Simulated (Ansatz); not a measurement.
# C3H8Ge, SMILES C[CH](C)[GeH]: a rigid torsion scan

Run with the Python package of Ansatz (0.2.0).

Script `torsion_c3h8ge.py`:
```python
"""Energy of C3H8Ge as one group turns about a bond."""

import ansatz as az
from ase import Atoms

BASIS = "def2-SVP"
FUNCTIONAL = "r2SCAN"
FORCE_TOL = 0.02


def main() -> None:
    atoms = Atoms(["C", "C", "C", "Ge", "H", "H", "H", "H", "H", "H", "H", "H"], positions=[
        (-0.5872, 0.9248, -0.664),
        (0.2189, -0.2801, -0.4675),
        (1.0018, -0.1728, 0.81),
        (-0.8404, -1.8552, -0.4158),
        (-1.2013, 0.8771, -1.6443),
        (-1.3547, 1.1111, 0.1609),
        (0.0361, 1.8744, -0.7319),
        (0.9603, -0.3638, -1.331),
        (1.7073, 0.7288, 0.8274),
        (0.3639, -0.0789, 1.7267),
        (1.6547, -1.08, 0.9697),
        (-1.8826, -1.7407, 0.7937),
    ])

    # start the scan from a relaxed geometry
    first = (
        az.Crystal.molecule_from_ase(atoms).calculation()
        .basis(gaussian=BASIS)
        .functional(FUNCTIONAL)
        .relax(force_tolerance=FORCE_TOL, max_steps=80)
    )
    atoms.positions = first.run().report["positions_ang"]

    start = atoms.get_dihedral(0, 1, 2, 8)
    energies = {}
    for turn in range(0, 121, 15):
        turned = atoms.copy()
        turned.set_dihedral(0, 1, 2, 8, start + turn, indices=[2, 8, 9, 10])
        setup = (
            az.Crystal.molecule_from_ase(turned).calculation()
            .basis(gaussian=BASIS)
            .functional(FUNCTIONAL)
        )
        energies[round((start + turn) % 360)] = setup.run().report["free_energy_ev"]
    floor = min(energies.values())
    print("dihedral C0-C1-C2-H8 (deg)   E - E(min) (kcal/mol)")
    for angle, e in sorted(energies.items()):
        print(f"{angle:8d} {23.060548 * (e - floor):14.3f}  " + "#" * int(30 * (e - floor) / max(max(energies.values()) - floor, 1e-9)))


if __name__ == "__main__":
    main()
```

```console
$ python torsion_c3h8ge.py
dihedral C0-C1-C2-H8 (deg)   E - E(min) (kcal/mol)
      13          2.121  #########################
      28          1.286  ###############
      43          0.484  #####
      58          0.169  ##
     298          0.000
     313          0.381  ####
     328          1.263  ###############
     343          2.140  #########################
     358          2.491  ##############################
```

The scan is rigid and the energies are electronic, in a modest basis. With rigid groups the curve can differ much from the relaxed path, the start wasn't checked as a minimum of this torsion, and equivalent turns needn't return to the same energy. The whole script took 2.2 min on 1 thread of Arm Neoverse V2 (shared host), peak memory 0.25 GiB.
